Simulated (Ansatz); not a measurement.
The system is RhCl2.

```
Rh Cl
1.0
     5.68997    0.00000    0.00000
     0.00000    5.68997    0.00000
     0.00000    0.00000    3.72837
Rh Cl
2 4
Cartesian
  2.8450 2.8450 1.8642
  0.0000 0.0000 0.0000
  4.5669 1.1231 1.8642
  1.1231 4.5669 1.8642
  3.9681 3.9681 0.0000
  1.7219 1.7219 0.0000
```

The cell comes from a database or a generator and needn't be the stable form of this composition.

```yaml
Program: Ansatz 0.2.0
Task: single point
Functional: PBE
Potentials_or_basis: Ansatz PAW
Cutoff: "420 eV (not typed: the program's choice for these potentials)"
k_mesh: 5 × 5 × 7
Occupations: fermi-dirac, width 0.05 eV
Spin: no spin polarisation
```

On this cell: pressure -0.7 GPa; largest force 0.059 eV/Å; band gap on the k mesh none (metal or under the smearing width).

The same run follows on a disturbed copy (atoms moved at random, drawn with an rms of 0.05 Å):

```
Rh Cl
1.0
     5.68997    0.00000    0.00000
     0.00000    5.68997    0.00000
     0.00000    0.00000    3.72837
Rh Cl
2 4
Direct
  0.49384 0.50570 0.49978
  0.00082 0.00893 0.99648
  0.80202 0.18704 0.50414
  0.19903 0.80177 0.48802
  0.69768 0.69888 0.98887
  0.30545 0.30059 0.00313
```

Task: What does the disturbed cell give?

Result: The energy (extrapolated to zero smearing) moves by +7.6 meV/atom; pressure -0.4 GPa; largest force 0.483 eV/Å; band gap on the k mesh none (metal or under the smearing width).

Forces in eV/Å, atoms in the order of the input:
```
Rh   0.358 -0.276 -0.144
Rh   0.032 -0.462  0.017
Cl  -0.215  0.397 -0.172
Cl  -0.209  0.228  0.178
Cl  -0.024 -0.055  0.204
Cl   0.058  0.168 -0.082
```

Stress tensor (GPa, compression positive):
```
-0.40 -0.19  0.37
-0.19 -0.39 -0.08
 0.37 -0.08 -0.38
```
